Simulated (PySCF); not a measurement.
# How the numerical set-up moves the result for LiHg

Which parts of the numerical set-up matter for LiHg? Each run edits the base script.

Program: PySCF 2.14.0. Level of theory: method and basis as typed in the scripts. These are calculated values, not measurements.

2 further runs of the same task are left out: 1 for a known fault of the program, 1 that didn't finish.

## Step 1: The starting structure

LiHg: 2 atoms, charge 0, spin multiplicity 2.

No contacts short enough for the rule that draws bonds.

## Step 2: The run that the others are compared with

input.py

```python
from pyscf import gto, scf, mp

mol = gto.M(
    atom='Li 0 0 0; Hg 0 0 3.059',
    basis='x2c-svpall',
    charge=0,
    spin=1,
    symmetry=True,
    verbose=3,
)
mf = scf.UHF(mol)
mf = mf.sfx2c1e()
mf.kernel()
mp.MP2(mf, frozen=23).kernel()
mf.dip_moment()
print('orbital energies (hartree):', [e[max(0, n-3):n+3].round(4) for e, n in zip(mf.mo_energy, mol.nelec)])
```

Launch:

```console
$ OMP_NUM_THREADS=1 python input.py
```

Its log is not repeated here.

Base result: E(SCF) = -19629.818892 Eh, E(MP2) − E(SCF) = -0.38108 Eh, ⟨S²⟩ = 0.759, μ = 1.10 D (of the SCF density).

The bond length is a typed value, not an optimised one.

## Step 3: Ano-rcc-vdzp

Variant 1 changes basis set: x2c-svpall → ano-rcc-vdzp.

input.py

```python
from pyscf import gto, scf, mp

mol = gto.M(
    atom='Li 0 0 0; Hg 0 0 3.059',
    basis='ano-rcc-vdzp',
    charge=0,
    spin=1,
    symmetry=True,
    verbose=3,
)
mf = scf.UHF(mol)
mf = mf.sfx2c1e()
mf.kernel()
mp.MP2(mf, frozen=23).kernel()
mf.dip_moment()
print('orbital energies (hartree):', [e[max(0, n-3):n+3].round(4) for e, n in zip(mf.mo_energy, mol.nelec)])
```

Launch:

```console
$ OMP_NUM_THREADS=1 python input.py
```

## Step 4: Crenbl (core potential on, X2C off)

Variant 2 changes basis set: x2c-svpall → crenbl; core potential: off → on; spin-free X2C: on → off; frozen orbitals: 23 → none. The core potential changes with it: totals don't compare.

Changes to input.py since step 2:

```diff
@@ -4,3 +4,4 @@
     atom='Li 0 0 0; Hg 0 0 3.059',
-    basis='x2c-svpall',
+    basis='crenbl',
+    ecp={'Li': 'crenbl', 'Hg': 'crenbl'},
     charge=0,
@@ -11,5 +12,4 @@
 mf = scf.UHF(mol)
-mf = mf.sfx2c1e()
 mf.kernel()
-mp.MP2(mf, frozen=23).kernel()
+mp.MP2(mf).kernel()
 mf.dip_moment()
```

## Step 5: Cartesian functions on

Variant 3 changes Cartesian functions: off → on.

Changes to input.py since step 2:

```diff
@@ -8,2 +8,3 @@
     symmetry=True,
+    cart=True,
     verbose=3,
```

## Step 6: Density fitting weigend

Variant 4 changes density fitting: none → weigend.

Changes to input.py since step 2:

```diff
@@ -12,2 +12,3 @@
 mf = mf.sfx2c1e()
+mf = mf.density_fit(auxbasis='weigend')
 mf.kernel()
```

Before running it: what results should come out? Wanted: for each run, E(SCF); from base; gap, α spin; SCF dipole; after the SCF.

The runs gave:

```tsv
run	E(SCF) (hartree)	from base (eV)	gap, α spin (eV)	SCF dipole (D)	functions	after the SCF
base	-19629.818892	0	5.46	1.10	78	MP2 correlation -10.370 eV, core frozen
ano-rcc-vdzp	-19630.832298	-27.5762	5.62	1.32	73	MP2 correlation -14.577 eV, core frozen
crenbl (core potential on, X2C off)	-152.892860	not comparable	n/a	1.40	56	MP2 correlation -5.663 eV
Cartesian functions on	-19629.881792	-1.7116	5.41	1.19	n/a	MP2 correlation -14.482 eV, core frozen
density fitting weigend (poor choice)	-21228.839138	not comparable	5.45	2.02	78	MP2 correlation -5.584 eV, core frozen
```

**Reading.** The largest comparable shift of the SCF energy, -27.576 eV, comes with the run “ano-rcc-vdzp”. ano-rcc-vdzp (73 functions) gives an energy 27.58 eV lower than x2c-svpall (78); size alone doesn't order basis sets of different families. The dearest run is “ano-rcc-vdzp”, at 24 s against 5 s. Rows marked «poor choice» come from settings spoiled on purpose.
